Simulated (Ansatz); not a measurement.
**Ti5WC6: a closer look at a trial structure**

The task, for Ti5WC6: see how the gap depends on the level of theory.

Method: DFT PBE, scalar-relativistic, plane waves, PAW, unless a step names another level, in Ansatz 0.2.0.

1 further run of the same task is left out (set aside as unsound or not needed). Runs told in other sessions of the task aren't counted.

## (1) Starting point

It takes space group P-3m1 (No. 164, trigonal). Conventional cell: a = 3.063 Å, b = 3.063 Å, c = 15.072 Å, α = 90.00°, β = 90.00°, γ = 120.00°. Ti (site symmetry 3m) is surrounded by 6 C at 2.15 to 2.18 Å. Ti (site symmetry 3m) is surrounded by 6 C at 2.16 to 2.18 Å. Ti (site symmetry -3m) is surrounded by 6 C at 2.17 Å. Around W (site symmetry -3m) lie 6 C at 2.17 Å. C (site symmetry 3m) has 3 W at 2.17 Å and 3 Ti at 2.18 Å in its first shell of neighbours. C (site symmetry 3m) is surrounded by 6 Ti at 2.15 to 2.18 Å. Around C (site symmetry 3m) lie 6 Ti at 2.16 to 2.17 Å.

Coordinates:

```cif
data_structure
_symmetry_space_group_name_H-M 'P 1'
_symmetry_Int_Tables_number 1
_cell_length_a 3.0634
_cell_length_b 3.0634
_cell_length_c 15.0721
_cell_angle_alpha 90.000
_cell_angle_beta 90.000
_cell_angle_gamma 120.000
_cell_volume 122.49
loop_
_atom_site_label
_atom_site_type_symbol
_atom_site_fract_x
_atom_site_fract_y
_atom_site_fract_z
_atom_site_occupancy
Ti1 Ti 0.66667 0.33333 0.66866 1
Ti2 Ti 0.33333 0.66667 0.33134 1
Ti3 Ti 0.66667 0.33333 0.16525 1
Ti4 Ti 0.00000 0.00000 0.00000 1
Ti5 Ti 0.33333 0.66667 0.83475 1
W1 W 0.00000 0.00000 0.50000 1
C1 C 0.33333 0.66667 0.58371 1
C2 C 0.66667 0.33333 0.41629 1
C3 C 0.00000 0.00000 0.24993 1
C4 C 0.33333 0.66667 0.08330 1
C5 C 0.66667 0.33333 0.91670 1
C6 C 0.00000 0.00000 0.75007 1
```

It is the end of an earlier relaxation with the same method, from a generated guess; it needn't be the stable form of this composition. At a tolerance of 0.05 Å it has space group P-3m1 (No. 164); it has 10.21 Å³/atom, an uncorrected energy of -0.70 eV/atom over the elements and, on its mesh, gap none (metal).

## (2) Level of theory: r2SCAN

File input.yaml:

```yaml
crystal:
  lattice:
    - [3.0634162772, 0.0, 0.0]
    - [-1.5317081386, 2.6529963184, 0.0]
    - [0.0, 0.0, 15.0720932583]
  atoms:
    - { symbol: Ti, position: [0.6666666667, 0.3333333333, 0.6686575328] }
    - { symbol: Ti, position: [0.3333333333, 0.6666666667, 0.3313424672] }
    - { symbol: Ti, position: [0.6666666667, 0.3333333333, 0.1652458114] }
    - { symbol: Ti, position: [0.0, 0.0, 0.0] }
    - { symbol: Ti, position: [0.3333333333, 0.6666666667, 0.8347541886] }
    - { symbol: W, position: [0.0, 0.0, 0.5] }
    - { symbol: C, position: [0.3333333333, 0.6666666667, 0.5837054389] }
    - { symbol: C, position: [0.6666666667, 0.3333333333, 0.4162945611] }
    - { symbol: C, position: [0.0, 0.0, 0.2499305934] }
    - { symbol: C, position: [0.3333333333, 0.6666666667, 0.0832987516] }
    - { symbol: C, position: [0.6666666667, 0.3333333333, 0.9167012484] }
    - { symbol: C, position: [0.0, 0.0, 0.7500694066] }
basis:
  ecutwfc: 500
kpoints:
  mp_grid: { grid: [12, 12, 4] }
  band_path:
    path:
      - [[0.0, 0.0, 0.0], [0.5, 0.0, 0.0], [0.33333333, 0.33333333, 0.0], [0.0, 0.0, 0.0], [0.0, 0.0, 0.5], [0.5, 0.0, 0.5], [0.33333333, 0.33333333, 0.5], [0.0, 0.0, 0.5]]
      - [[0.5, 0.0, 0.5], [0.5, 0.0, 0.0]]
      - [[0.33333333, 0.33333333, 0.5], [0.33333333, 0.33333333, 0.0]]
    npoints: 10
hamiltonian:
  xc: r2scan
scf:
  occupations: { method: gaussian, width: 0.1 }
  n_extra_bands: 30
output:
  forces: true
  stress: true
  eigenvalues: true
  populations: true
  dos: { projected: true, de: 0.02, nscf_kmesh: { grid: [15, 15, 5] } }
  bader: false
  write_density: true
  write_potential: true
  elf: true
  volumetric_format: npy
```

Started as:

```sh
$ ansatz run input.yaml --threads 1 --pin off --max-ram 2560MiB --backend cpu --events-out ev --progress --plain --runs-dir out
```

Output:

```text
Warning: RAYON_NUM_THREADS=1 ignored (pool sized by the plan → 1); use --threads N
scf.n_extra_bands = 30 over 49 filled bands (N_el = 98.0): the run solves 79 bands
Engine: ansatz 0.2.0, x86_64-unknown-linux-gnu
Pseudopotentials: kind: paw
Pseudopotential: Ti, paw, valence charge 12, recommended cutoff 500 eV (meta_gga), Ti.paw.azcp
Pseudopotential: W, paw, valence charge 14, recommended cutoff 500 eV (meta_gga), W.paw.azcp
Pseudopotential: C, paw, valence charge 4, recommended cutoff 500 eV (meta_gga), C.paw.azcp
Functional definition: r2SCAN
  parameter k0 = 0.174
  parameter k1 = 0.065
  parameter a1 = 4.9479
  exchange = r2scan_x(k0 = k0, k1 = k1, a1 = a1)
  correlation = r2scan_c
Crystal: 12 atoms, lattice volume = 122.494 Å³
Basis set: ecut = 500 eV, 3151 PW (Γ), exchange–correlation on 96×96×480 points (64 copies of the dense FFT grid, shifted against one another)
Bands: 79, of which v1, the nominal top of the filled ones, is band 49 counted from 1 (48 counted from 0)
Symmetry: 12 space group operations
Space group: P-3m1 (ITA 164), of the structure as read, at distance tolerance 5.0e-5 Å
k-points: 69 of 576
Non-local potential: Ti, projectors of the file, l = 0: 3, l = 1: 2, l = 2: 3, l = 3: 1
Non-local potential: W, projectors of the file, l = 0: 3, l = 1: 2, l = 2: 2, l = 3: 1
Non-local potential: C, projectors of the file, l = 0: 2, l = 1: 2, l = 2: 1
PAW form: soft (Blöchl's): semilocal exchange-correlation on the pseudo side does not see the compensation charge
PAW frozen core: Ti, regenerated for the run's functional (the file was generated under x = pbe(κ = 0.804, μ = 0.2195149727645171), c = pbe(β = 0.06672455060314922))
PAW frozen core: W, regenerated for the run's functional (the file was generated under x = pbe(κ = 0.804, μ = 0.2195149727645171), c = pbe(β = 0.06672455060314922))
PAW frozen core: C, regenerated for the run's functional (the file was generated under x = pbe(κ = 0.804, μ = 0.2195149727645171), c = pbe(β = 0.06672455060314922))
PAW one-centre angular grid: Ti, 590 points (default); XC on 160 Gauss nodes
PAW one-centre angular grid: W, 590 points (default); XC on 160 Gauss nodes
PAW one-centre angular grid: C, 302 points (default); XC on 239 of its mesh's 2573 points in the sphere
Initial density: superposition of atomic densities (neutral atoms: chi_scale 0, normalization atom), corrected by the library's trained network
Initial wavefunctions: pseudopotential atomic-orbital guess
Functional: x = r2scan, c = r2scan; τ floored in thin density (d = 2e-4 eV/Å³)
SCF iter   1: F=—  HF=-24438.947066 eV  |F-HF|=—  |Δ(HF+E_count)|=         —  Δρ=2.06e-2  dr2=1.74e0  dr2_τ=9.03e-1  ethr=1.77e-3  ⟨swp⟩=5.0  Hψ=20806  notcnv=0  defer=419
preconditioner: auto → Kerker (q_TF=auto, 2.629 Å⁻¹)  [metal: Δε(μ)=0.012 eV  Ē_g=9.714 eV  σ=0.100 eV  W_gap=0.07  n_scr=42 (ndim 8)  ℏωp=23.7 eV  f_vac=0.000  D(μ)=2.28/eV (n_scr^D=8)]
SCF iter   2: F=—  HF=-24439.193305 eV  |F-HF|=—  |Δ(HF+E_count)|=   2.46e-1  Δρ=7.05e-3  dr2=6.10e-1  dr2_τ=1.30e-2  ethr=1.77e-3  ⟨swp⟩=2.0  Hψ=6725  notcnv=0  defer=1599
SCF iter   3: F=—  HF=-24439.188737 eV  |F-HF|=—  |Δ(HF+E_count)|=   4.57e-3  Δρ=3.95e-3  dr2=2.05e-1  dr2_τ=1.80e-3  ethr=6.22e-4  ⟨swp⟩=2.0  Hψ=4229  notcnv=0  defer=1599
SCF iter   4: F=—  HF=-24439.186013 eV  |F-HF|=—  |Δ(HF+E_count)|=   2.72e-3  Δρ=1.35e-3  dr2=1.39e-2  dr2_τ=6.50e-4  ethr=2.09e-4  ⟨swp⟩=1.3  Hψ=3930  notcnv=0  defer=1599
SCF iter   5: F=—  HF=-24439.185792 eV  |F-HF|=—  |Δ(HF+E_count)|=   2.21e-4  Δρ=7.40e-4  dr2=3.19e-3  dr2_τ=7.61e-5  ethr=1.41e-5  ⟨swp⟩=1.7  Hψ=4396  notcnv=0  defer=1592
SCF iter   6: F=—  HF=-24439.185815 eV  |F-HF|=—  |Δ(HF+E_count)|=   2.26e-5  Δρ=3.65e-4  dr2=1.79e-4  dr2_τ=1.13e-5  ethr=3.25e-6  ⟨swp⟩=2.0  Hψ=4571  notcnv=0  defer=1592
SCF iter   7: F=—  HF=-24439.185872 eV  |F-HF|=—  |Δ(HF+E_count)|=   5.70e-5  Δρ=1.51e-4  dr2=7.23e-5  dr2_τ=5.00e-6  ethr=1.82e-7  ⟨swp⟩=2.1  Hψ=6174  notcnv=0  defer=1590
SCF iter   8: F=—  HF=-24439.185767 eV  |F-HF|=—  |Δ(HF+E_count)|=   1.05e-4  Δρ=4.37e-5  dr2=3.29e-6  dr2_τ=2.30e-7  ethr=7.38e-8  ⟨swp⟩=1.4  Hψ=5383  notcnv=0  defer=1590
SCF iter   9: F=—  HF=-24439.185768 eV  |F-HF|=—  |Δ(HF+E_count)|=   1.61e-6  Δρ=1.81e-5  dr2=5.63e-7  dr2_τ=6.54e-8  ethr=3.35e-9  ⟨swp⟩=2.0  Hψ=5618  notcnv=0  defer=1590
SCF iter  10: F=-24439.185768 eV  HF=-24439.185768 eV  |F-HF|=1.86e-8  |Δ(HF+E_count)|=   3.79e-8  Δρ=6.47e-6  dr2=5.47e-8  dr2_τ=3.36e-9  ethr=1.02e-10  ⟨swp⟩=16.3  Hψ=37314  notcnv=0
SCF 1 converged in 10 iterations: F = -24439.185768 eV  dr2 = 5.47e-8
NSCF: frozen V_eff on 93 k-points
NSCF: frozen V_eff on 119 k-points
SCF converged after 10 iterations
Free energy (F): -24439.185768 eV
Harris-Foulkes:  -24439.185768 eV  (|F-HF|=1.86e-8)
Internal energy: -24439.176891 eV  (E = F + TS)
E sigma→0 (E₀):  -24439.181330 eV
Entropy (-TS):   -0.008877 eV (-0.740 meV/atom)
Fermi energy:    16.207633 eV
--- Per-component energies (eV) ---
  E_band       = -714.474386
  E_kinetic    = 2356.356123
  E_local      = -4569.660735  (includes V_loc(G=0)·N_el)
  E_nonlocal   = 180.389474
  E_hartree    = 1815.510645
  E_xc         = -1009.319819
  E_vxc        = -1330.439923  (∫ρ·V_xc dr)
  E_paw        = -14473.495086  (= ΣΔE_a)
  E_vpaw       = -1061.215754  (= ΣTr[D̂ρ^β])
  E_aug_tail   = 0.000463  (compensation charges beyond the density's cutoff)
  E_vtau       = 79.074145  (kinetic-family band-sum trace: ∫τ·v_τ [+ j·A + Jᵃ·Aᵃ] dr)
  E_ewald      = -8736.954078
  E_core_change = -2.003877  (= ΣΔE_core)
  E_smearing   = -0.008877  (= −TS)
  E_closure    = 0.000000  (closes the sum)
  Σ components = -24439.185768   (vs F -24439.185768, Δ=0.00e0)
--- Forces (eV/Å), atoms counted from 1 ---
  atom   1  Ti     0.00000000     0.00000000    -0.01884165
  atom   2  Ti     0.00000000    -0.00000000     0.01884165
  atom   3  Ti    -0.00000000    -0.00000000    -0.00429818
  atom   4  Ti     0.00000000     0.00000000     0.00000000
  atom   5  Ti    -0.00000000     0.00000000     0.00429818
  atom   6  W      0.00000000     0.00000000     0.00000000
  atom   7  C     -0.00000000     0.00000000    -0.09880042
  atom   8  C     -0.00000000    -0.00000000     0.09880042
  atom   9  C      0.00000000    -0.00000000     0.01324500
  atom  10  C      0.00000000    -0.00000000     0.00822337
  atom  11  C      0.00000000     0.00000000    -0.00822337
  atom  12  C     -0.00000000     0.00000000    -0.01324500
  max |Σ_I F_I| component: 3.24e-17 eV/Å
--- Stress (GPa, compression-positive) ---
       -1.488281       0.000000       0.000000
        0.000000      -1.488281      -0.000000
        0.000000      -0.000000      -1.482771
  P = ⅓ Tr σ = -1.4864 GPa (-14.864 kbar)
--- Band table (eV; the first three rows and the last of 69) ---
  k-point 0: bands = ["-60.8060", "-43.4068", "-43.4067", "-43.0108", "-43.0024", "-42.9146", "-24.4267", "-24.2378", "-24.2378", "-18.7316", "-18.7258", "-18.4217", "-18.4217", "-18.4215", "-18.4215", "-18.3819", "-18.2311", "-18.0299", "-18.0299", "-18.0264", "-18.0264", "-18.0238", "-17.9457", "-17.9457", "1.1724", "3.0624", "3.0818", "4.4623", "4.6441", "5.9977", "8.7197", "10.8784", "11.0006", "11.0006", "11.2809", "13.1142", "13.1142", "13.1756", "13.1756", "13.8167", "14.1623", "14.5337", "14.5337", "14.7059", "14.7059", "15.4140", "15.4140", "16.3362", "16.8761", "16.9738", "16.9738", "17.0221", "17.0221", "17.2620", "17.2620", "17.4451", "17.4451", "17.9707", "17.9707", "18.0208", "18.2196", "18.2690", "18.2690", "18.9474", "18.9474", "19.0969", "19.2443", "20.1377", "20.2052", "20.2052", "20.5230", "20.5230", "23.0543", "23.0543", "23.4214", "23.4214", "23.9258", "24.5753", "24.5753"]
  k-point 1: bands = ["-60.8060", "-43.4068", "-43.4067", "-43.0108", "-43.0024", "-42.9146", "-24.4267", "-24.2378", "-24.2378", "-18.7341", "-18.7231", "-18.4217", "-18.4217", "-18.4215", "-18.4215", "-18.3823", "-18.2307", "-18.0300", "-18.0300", "-18.0264", "-18.0264", "-18.0239", "-17.9457", "-17.9457", "1.1733", "2.8963", "3.3455", "4.1008", "5.0034", "5.8781", "8.8073", "10.5054", "11.0008", "11.0008", "11.7694", "12.9884", "12.9884", "13.2398", "13.3944", "13.3944", "14.1451", "14.1451", "14.7048", "15.0848", "15.0848", "15.4840", "15.4840", "16.0392", "16.5072", "16.5072", "16.9643", "16.9643", "17.0846", "17.3215", "17.3215", "17.8193", "17.8193", "17.8499", "18.0018", "18.0018", "18.3846", "18.3846", "18.3929", "18.8911", "18.9220", "18.9220", "19.4524", "19.5820", "19.5820", "20.0638", "21.1364", "21.1364", "22.5941", "22.5941", "23.7940", "23.7940", "24.0319", "24.4871", "24.4871"]
  k-point 2: bands = ["-60.8060", "-43.4068", "-43.4067", "-43.0108", "-43.0024", "-42.9146", "-24.4267", "-24.2378", "-24.2378", "-18.7358", "-18.7214", "-18.4217", "-18.4217", "-18.4215", "-18.4215", "-18.3828", "-18.2303", "-18.0300", "-18.0300", "-18.0264", "-18.0264", "-18.0240", "-17.9457", "-17.9457", "1.1741", "2.8354", "3.6831", "3.7089", "5.2813", "5.6924", "8.9062", "10.2756", "11.0009", "11.0009", "12.3294", "12.6541", "12.9368", "12.9368", "13.6713", "13.6713", "13.7949", "13.7949", "15.1548", "15.2384", "15.2384", "15.6755", "15.8954", "15.8954", "15.9007", "15.9007", "16.9291", "16.9291", "17.2663", "17.4677", "17.4677", "17.6488", "17.6488", "17.7012", "18.4667", "18.4667", "18.5683", "18.5683", "18.6118", "18.6636", "18.8922", "18.8922", "18.9988", "18.9988", "19.6158", "19.9563", "21.7073", "21.7073", "22.0738", "22.0738", "24.1172", "24.1172", "24.1694", "24.3021", "24.3021"]
  k-point 68: bands = ["-60.7696", "-43.3503", "-43.3503", "-42.9477", "-42.9477", "-42.8674", "-24.6079", "-24.6079", "-24.3161", "-18.6933", "-18.6933", "-18.6928", "-18.6895", "-18.6223", "-18.6223", "-18.3280", "-18.3109", "-18.3109", "-18.2837", "-18.2363", "-18.2363", "-18.1101", "-18.1101", "-18.0504", "4.1872", "4.1872", "5.7415", "5.7416", "5.8687", "5.8687", "9.6803", "9.9575", "9.9575", "11.4335", "11.4335", "11.6132", "11.8010", "11.8010", "11.8276", "12.2149", "12.2149", "12.6621", "12.6993", "12.6993", "13.2828", "13.3208", "13.5197", "13.5197", "17.0880", "17.6008", "17.6008", "18.3442", "18.3442", "18.3475", "18.4466", "18.6605", "18.6605", "18.9727", "18.9727", "18.9846", "19.5295", "19.5295", "19.6984", "19.8050", "20.0454", "20.0454", "21.0231", "21.4106", "21.4787", "21.4787", "21.6692", "21.6692", "22.2767", "22.4701", "22.5608", "22.5608", "23.1999", "23.1999", "28.1384"]
--- Löwdin populations: 12 sites ---
  site symbol       q [e]
     0     Ti     11.1035
     1     Ti     11.1035
     2     Ti     11.0917
     3     Ti     11.0998
     4     Ti     11.0917
     5      W     13.0665
     6      C      4.8393
     7      C      4.8393
     8      C      4.8648
     9      C      4.8567
    10      C      4.8567
    11      C      4.8648
  spilling = 0.003280 (of n_electrons = 98.000000)
```

It took 5.2 min on 1 thread of Intel Xeon at 2.50GHz (Skylake/Cascade Lake), shared host; peak memory 1.3 GiB.

By site:

```csv
atom,Löwdin electrons
Ti1,11.10
Ti2,11.10
Ti3,11.09
Ti4,11.10
Ti5,11.09
W6,13.07
C7,4.84
C8,4.84
C9,4.86
C10,4.86
C11,4.86
C12,4.86
```

The Löwdin counts miss 0.32 of the 98 electrons, which the atomic orbitals do not span, so they are no charges.

bands.tsv at the labelled points (eV, zero at the Fermi level; the bands nearest the Fermi level):

```tsv
point	band 46	band 47	band 48	band 49	band 50	band 51	band 52	band 53
Γ	-0.79	-0.79	0.13	0.67	0.77	0.77	0.81	0.81
M	-2.03	-1.83	-0.99	-0.66	-0.17	0.30	1.58	1.88
K	-2.83	-2.68	-2.68	0.88	1.38	1.38	2.14	2.18
Γ	-0.79	-0.79	0.13	0.67	0.77	0.77	0.81	0.81
A	-0.53	-0.31	-0.31	-0.31	-0.31	0.72	0.72	1.06
L	-2.28	-1.30	-0.92	-0.81	-0.53	0.79	1.05	2.07
H	-2.89	-2.69	-2.69	0.88	1.39	1.39	2.14	2.14
A	-0.53	-0.31	-0.31	-0.31	-0.31	0.72	0.72	1.06
L	-2.28	-1.30	-0.92	-0.81	-0.53	0.79	1.05	2.07
M	-2.03	-1.83	-0.99	-0.66	-0.17	0.30	1.58	1.88
H	-2.89	-2.69	-2.69	0.88	1.39	1.39	2.14	2.14
K	-2.83	-2.68	-2.68	0.88	1.38	1.38	2.14	2.18
```

States per cell in windows of 1 eV, from dos.tsv and pdos.tsv (zero at the Fermi level):

```
from  to  total  Ti 3d  W 5d  C 2p
  -8  -7   0.87   0.08  0.25  0.39
  -7  -6   2.26   0.24  0.62  1.09
  -6  -5   4.15   0.71  0.84  2.13
  -5  -4   7.23   1.69  0.92  3.97
  -4  -3   9.05   3.35  0.39  4.89
  -3  -2   8.62   3.86  0.24  4.28
  -2  -1   3.37   1.36  0.21  1.71
  -1   0   2.40   0.77  0.53  1.01
   0   1   3.64   2.13  0.61  0.79
   1   2   6.71   4.56  1.07  0.88
   2   3  12.36   9.67  1.09  1.24
   3   4  13.51   9.55  0.81  2.65
   4   5   4.90   2.73  0.20  1.44
   5   6   5.75   2.94  0.22  1.44
```

A further 60 or so states lie below the table's range.

Density in a lattice plane of the grid's cell (edges 3.06 and 15.07 Å, at 0.000 of the third edge), which holds Ti and W and C.

Ten even steps from ' ' (0.14 e/Å³) to '@' (10.08 e/Å³):
```
..          
            
            
            
....      ..
            
            
            
::          
--==      ==
::          
            
            
            
....      ..
            
            
            
..          
@@++      ++
```
Columns run along the first of these edges and rows up along the second, over one cell in 6 and 20 even steps from the bottom left corner. Atoms in the plane (fractional): Ti at (0.00, 0.00), W at (0.00, 0.50), C at (0.00, 0.25), C at (0.00, 0.75).

ELF in the same plane.

Ten even steps from '0' (0.00) to '9' (0.79):
```
424842
137873
311211
992029
088288
992028
211211
237773
744844
082428
744844
237773
211211
982029
088288
992029
311211
137873
424842
071217
```
Columns run along the first of these edges and rows up along the second, over one cell in 6 and 20 even steps from the bottom left corner. Atoms in the plane (fractional): Ti at (0.00, 0.00), W at (0.00, 0.50), C at (0.00, 0.25), C at (0.00, 0.75).

Both are smooth fields of the valence electrons: close to the nuclei they are not physical.

Outside the cores ELF peaks at 0.83 beside C, off the lines to its neighbours, 0.7 Å from C; 0.80 in the shell around C, 0.8 Å from C.

[end of part 1 of 2]
